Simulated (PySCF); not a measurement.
**A gas-phase reaction: FH5Si2 + F2 → F2H4Si2 + FH**

What reaction energy should one expect for `F[SiH2][SiH3]` + `FF` → `F[SiH](F)[SiH3]` + `F`?

Programs: PySCF 2.14.0. All values are calculated, for the isolated system unless a continuum is named. Atoms count from 0, parts from 1.

### Step 1. Starting point

Each species was relaxed by itself at PBE0-D3(BJ)/def2-SVPD.

### Step 2. Reaction energy: wB97M-D3(BJ)/def2-TZVPD

What the job is given:

```
{"job": {"kind": "react", "xc": "wB97M-D3(BJ)", "basis": "def2-TZVPD"}, "charge": 0, "multiplicity": 1}
-1 FH5Si2 charge 0 multiplicity 1
F     -1.817660    -0.922190    -1.054540
Si    -1.177080     0.080520     0.086890
Si     1.162540    -0.053530    -0.028820
H     -1.703870    -0.370260     1.408050
H     -1.677490     1.455660    -0.205260
H      1.612750    -1.445540     0.268310
H      1.745440     0.877410     0.985320
H      1.632790     0.346230    -1.388160

-1 F2 charge 0 multiplicity 1
F      0.688340    -0.025960     0.015410
F     -0.688340     0.025960    -0.015400

+1 F2H4Si2 charge 0 multiplicity 1
F      1.713350     1.162940    -0.921380
Si     1.137200    -0.105900    -0.070820
F      1.746370     0.038590     1.436790
Si    -1.198240     0.041530     0.030810
H      1.734380    -1.331880    -0.662290
H     -1.579610     1.354390     0.625810
H     -1.717990    -1.075160     0.873720
H     -1.750710    -0.075860    -1.350700

+1 FH charge 0 multiplicity 1
F      0.458940    -0.020040     0.025540
H     -0.458950     0.020040    -0.025540
```

Level: wB97M-D3(BJ)/def2-TZVPD reaction energy of separated species, gas phase.

Launch:

```sh
> OMP_NUM_THREADS=1 python cluster_run.py task.json out
```

This one command runs all jobs of the session in turn.

What it wrote:

```text
species 1 (FH5Si2)
coarse grid: 30488 points
cycle   1  E = -681.9720363671  dE = -2.149e-01  |g| = 5.596e-01  |ddm| = 1.983e+00
cycle   2  E = -681.9627812370  dE =  9.255e-03  |g| = 7.038e-01  |ddm| = 6.144e-01
cycle   3  E = -682.0319865722  dE = -6.921e-02  |g| = 3.488e-02  |ddm| = 2.976e-01
cycle   4  E = -682.0323488068  dE = -3.622e-04  |g| = 1.224e-02  |ddm| = 5.539e-02
cycle   5  E = -682.0323961392  dE = -4.733e-05  |g| = 2.140e-03  |ddm| = 1.724e-02
cycle   6  E = -682.0323981046  dE = -1.965e-06  |g| = 4.711e-04  |ddm| = 3.520e-03
final grid: 62320 points
cycle   7  E = -682.0323750445  dE = -2.022e-07  |g| = 3.707e-04  |ddm| = 1.832e-03
cycle   8  E = -682.0323750599  dE = -1.531e-08  |g| = 3.932e-04  |ddm| = 4.661e-04
cycle   9  E = -682.0323750811  dE = -2.129e-08  |g| = 4.166e-05  |ddm| = 1.585e-04
cycle  10  E = -682.0323750829  dE = -1.736e-09  |g| = 1.394e-05  |ddm| = 1.009e-04
cycle  11  E = -682.0323750830  dE = -1.219e-10  |g| = 2.193e-06  |ddm| = 2.845e-05
converged SCF energy = -682.0323750830

species 2 (F2)
coarse grid: 10600 points
cycle   1  E = -199.6113026413  dE =  1.195e-02  |g| = 3.458e-01  |ddm| = 1.052e+00
cycle   2  E = -199.6264091259  dE = -1.511e-02  |g| = 1.647e-01  |ddm| = 1.842e-01
cycle   3  E = -199.6293672531  dE = -2.958e-03  |g| = 2.217e-02  |ddm| = 5.435e-02
cycle   4  E = -199.6294288339  dE = -6.158e-05  |g| = 8.600e-03  |ddm| = 1.161e-02
cycle   5  E = -199.6294396839  dE = -1.085e-05  |g| = 7.501e-04  |ddm| = 4.105e-03
cycle   6  E = -199.6294398222  dE = -1.383e-07  |g| = 3.049e-05  |ddm| = 6.348e-04
final grid: 23208 points
cycle   7  E = -199.6294276286  dE = -2.237e-09  |g| = 2.071e-05  |ddm| = 1.238e-04
cycle   8  E = -199.6294276287  dE = -7.356e-11  |g| = 1.074e-05  |ddm| = 1.700e-05
converged SCF energy = -199.6294276287

species 3 (F2H4Si2)
coarse grid: 33312 points
cycle   1  E = -781.3108985751  dE = -3.634e-02  |g| = 7.538e-01  |ddm| = 2.066e+00
cycle   2  E = -781.2937966933  dE =  1.710e-02  |g| = 9.354e-01  |ddm| = 8.171e-01
cycle   3  E = -781.4145110909  dE = -1.207e-01  |g| = 3.820e-02  |ddm| = 4.035e-01
cycle   4  E = -781.4149482609  dE = -4.372e-04  |g| = 1.316e-02  |ddm| = 6.471e-02
cycle   5  E = -781.4150027894  dE = -5.453e-05  |g| = 2.477e-03  |ddm| = 1.878e-02
cycle   6  E = -781.4150052429  dE = -2.453e-06  |g| = 5.535e-04  |ddm| = 4.322e-03
final grid: 68552 points
cycle   7  E = -781.4150045266  dE = -3.024e-07  |g| = 4.526e-04  |ddm| = 1.964e-03
cycle   8  E = -781.4150045482  dE = -2.160e-08  |g| = 4.794e-04  |ddm| = 5.427e-04
cycle   9  E = -781.4150045793  dE = -3.111e-08  |g| = 4.721e-05  |ddm| = 1.978e-04
cycle  10  E = -781.4150045817  dE = -2.349e-09  |g| = 1.645e-05  |ddm| = 1.144e-04
cycle  11  E = -781.4150045818  dE = -1.443e-10  |g| = 3.320e-06  |ddm| = 3.143e-05
converged SCF energy = -781.4150045818

species 4 (FH)
coarse grid: 7776 points
cycle   1  E = -100.4688202105  dE = -9.408e-02  |g| = 4.644e-01  |ddm| = 6.197e-01
cycle   2  E = -100.4725014380  dE = -3.681e-03  |g| = 5.038e-01  |ddm| = 3.808e-01
cycle   3  E = -100.5053148777  dE = -3.281e-02  |g| = 2.574e-02  |ddm| = 1.678e-01
cycle   4  E = -100.5053908553  dE = -7.598e-05  |g| = 5.006e-03  |ddm| = 1.077e-02
cycle   5  E = -100.5053954963  dE = -4.641e-06  |g| = 4.334e-04  |ddm| = 3.766e-03
final grid: 16976 points
cycle   6  E = -100.5053933007  dE = -6.401e-08  |g| = 1.051e-04  |ddm| = 8.210e-04
cycle   7  E = -100.5053933042  dE = -3.451e-09  |g| = 7.933e-05  |ddm| = 2.173e-04
cycle   8  E = -100.5053933050  dE = -8.248e-10  |g| = 2.084e-05  |ddm| = 3.725e-05
converged SCF energy = -100.5053933050

Reaction energy = -162.302 kcal/mol
```

It took 41 s on 1 thread of Arm Neoverse N1, shared host; peak memory 0.71 GiB.

Species by species (with the dispersion term, which the log's SCF energies lack):

| ν | species | energy (Eh) | HOMO (eV) |
| --- | --- | --- | --- |
| -1 | F[SiH2][SiH3] | -682.03888 | -10.61 |
| -1 | FF | -199.62975 | -14.36 |
| +1 | F[SiH](F)[SiH3] | -781.42164 | -10.88 |
| +1 | F | -100.50563 | -14.54 |

### Step 3. Reaction energy: PBE0-D3(BJ)/def2-TZVPD

Same as in step 2 but for these lines:

```diff
@@ -1,2 +1,2 @@
-{"job": {"kind": "react", "xc": "wB97M-D3(BJ)", "basis": "def2-TZVPD"}, "charge": 0, "multiplicity": 1}
+{"job": {"kind": "react", "xc": "PBE0", "basis": "def2-TZVPD", "disp": "d3bj"}, "charge": 0, "multiplicity": 1}
 -1 FH5Si2 charge 0 multiplicity 1
```

Level: PBE0-D3(BJ)/def2-TZVPD reaction energy of separated species, gas phase.

What it wrote:

```text
species 1 (FH5Si2)
coarse grid: 7440 points
cycle   1  E = -681.5478967871  dE = -1.672e-01  |g| = 5.454e-01  |ddm| = 1.966e+00
cycle   2  E = -681.4533130255  dE =  9.458e-02  |g| = 9.644e-01  |ddm| = 7.152e-01
cycle   3  E = -681.5959771441  dE = -1.427e-01  |g| = 3.304e-02  |ddm| = 4.587e-01
cycle   4  E = -681.5961195018  dE = -1.424e-04  |g| = 1.206e-02  |ddm| = 3.489e-02
cycle   5  E = -681.5961465310  dE = -2.703e-05  |g| = 1.988e-03  |ddm| = 1.283e-02
cycle   6  E = -681.5961477777  dE = -1.247e-06  |g| = 2.866e-04  |ddm| = 2.553e-03
final grid: 62320 points
cycle   7  E = -681.5978237570  dE = -1.542e-05  |g| = 2.220e-03  |ddm| = 1.865e-02
cycle   8  E = -681.5978230057  dE =  7.513e-07  |g| = 3.152e-03  |ddm| = 2.629e-03
cycle   9  E = -681.5978244243  dE = -1.419e-06  |g| = 2.715e-04  |ddm| = 1.483e-03
cycle  10  E = -681.5978244344  dE = -1.009e-08  |g| = 5.037e-05  |ddm| = 2.197e-04
cycle  11  E = -681.5978244350  dE = -5.532e-10  |g| = 1.126e-05  |ddm| = 6.333e-05
converged SCF energy = -681.5978244350

species 2 (F2)
coarse grid: 2176 points
cycle   1  E = -199.3949382066  dE =  9.182e-02  |g| = 2.764e-01  |ddm| = 1.052e+00
cycle   2  E = -199.4014671167  dE = -6.529e-03  |g| = 1.374e-01  |ddm| = 1.363e-01
cycle   3  E = -199.4037820812  dE = -2.315e-03  |g| = 2.290e-02  |ddm| = 5.059e-02
cycle   4  E = -199.4038450876  dE = -6.301e-05  |g| = 8.080e-03  |ddm| = 1.132e-02
cycle   5  E = -199.4038532930  dE = -8.205e-06  |g| = 1.817e-04  |ddm| = 3.279e-03
final grid: 23208 points
cycle   6  E = -199.4096320061  dE = -7.844e-06  |g| = 1.274e-03  |ddm| = 8.102e-03
cycle   7  E = -199.4096320593  dE = -5.320e-08  |g| = 1.043e-03  |ddm| = 8.929e-04
cycle   8  E = -199.4096321983  dE = -1.390e-07  |g| = 7.371e-05  |ddm| = 4.303e-04
cycle   9  E = -199.4096321990  dE = -6.985e-10  |g| = 1.950e-05  |ddm| = 3.140e-05
converged SCF energy = -199.4096321990

species 3 (F2H4Si2)
coarse grid: 7904 points
cycle   1  E = -780.7753460946  dE =  1.762e-02  |g| = 7.440e-01  |ddm| = 2.091e+00
cycle   2  E = -780.6175757496  dE =  1.578e-01  |g| = 1.277e+00  |ddm| = 9.503e-01
cycle   3  E = -780.8636240905  dE = -2.460e-01  |g| = 3.169e-02  |ddm| = 5.996e-01
cycle   4  E = -780.8637536283  dE = -1.295e-04  |g| = 1.302e-02  |ddm| = 3.881e-02
cycle   5  E = -780.8637820790  dE = -2.845e-05  |g| = 1.918e-03  |ddm| = 1.243e-02
cycle   6  E = -780.8637830958  dE = -1.017e-06  |g| = 3.735e-04  |ddm| = 2.575e-03
final grid: 68552 points
cycle   7  E = -780.8684488817  dE = -2.668e-05  |g| = 2.927e-03  |ddm| = 1.671e-02
cycle   8  E = -780.8684475648  dE =  1.317e-06  |g| = 4.187e-03  |ddm| = 3.267e-03
cycle   9  E = -780.8684500376  dE = -2.473e-06  |g| = 2.462e-04  |ddm| = 1.904e-03
cycle  10  E = -780.8684500459  dE = -8.259e-09  |g| = 6.581e-05  |ddm| = 2.045e-04
cycle  11  E = -780.8684500467  dE = -8.636e-10  |g| = 1.172e-05  |ddm| = 7.249e-05
converged SCF energy = -780.8684500467

species 4 (FH)
coarse grid: 1712 points
cycle   1  E = -100.3540953985  dE = -3.605e-02  |g| = 4.957e-01  |ddm| = 6.253e-01
cycle   2  E = -100.3145782183  dE =  3.952e-02  |g| = 7.430e-01  |ddm| = 5.125e-01
cycle   3  E = -100.3938178391  dE = -7.924e-02  |g| = 2.284e-02  |ddm| = 2.892e-01
cycle   4  E = -100.3938934007  dE = -7.556e-05  |g| = 4.205e-03  |ddm| = 9.787e-03
cycle   5  E = -100.3938953843  dE = -1.984e-06  |g| = 3.555e-04  |ddm| = 1.247e-03
final grid: 16976 points
cycle   6  E = -100.3948395150  dE = -1.854e-05  |g| = 3.988e-03  |ddm| = 7.481e-03
cycle   7  E = -100.3948375998  dE =  1.915e-06  |g| = 5.484e-03  |ddm| = 3.345e-03
cycle   8  E = -100.3948416681  dE = -4.068e-06  |g| = 9.953e-05  |ddm| = 2.008e-03
cycle   9  E = -100.3948416693  dE = -1.285e-09  |g| = 1.781e-05  |ddm| = 3.933e-05
cycle  10  E = -100.3948416694  dE = -4.781e-11  |g| = 3.052e-06  |ddm| = 1.026e-05
converged SCF energy = -100.3948416694

Reaction energy = -160.607 kcal/mol
```

Wall time 19 s (1 thread of Arm Neoverse N1, shared host); peak memory 0.6 GiB.

Reaction energy at this level: -160.6 kcal/mol.

### Step 4. Comparing the runs

Energies in kcal/mol, with wall time:

```csv
run,reaction,time
wB97M-D3(BJ)/def2-TZVPD,-162.3,41 s
PBE0-D3(BJ)/def2-TZVPD,-160.6,19 s
```

### Step 5. What came out

```
                                                quantity                      value
               reaction energy (wB97M-D3(BJ)/def2-TZVPD)            -162.3 kcal/mol
                     ΔH, ΔG at 298 K (xTB thermal terms)    -160.5, -160.0 kcal/mol
range of the reaction energy over the runs of this table  -162.3 to -160.6 kcal/mol
```

In words: The reaction is exothermic by 160.5 kcal/mol in the gas phase; dispersion gives -0.03, and xTB itself gave -122.1 for the electronic energy (xTB energies and thermal terms come from the earlier relaxation of each species, not shown). No barrier was sought. xTB and this level differ widely in the electronic energy, so what comes from xTB (the thermal terms above all) is less safe here. The reaction energy runs from -162.3 (wB97M-D3(BJ)/def2-TZVPD) to -160.6 kcal/mol (PBE0-D3(BJ)/def2-TZVPD).
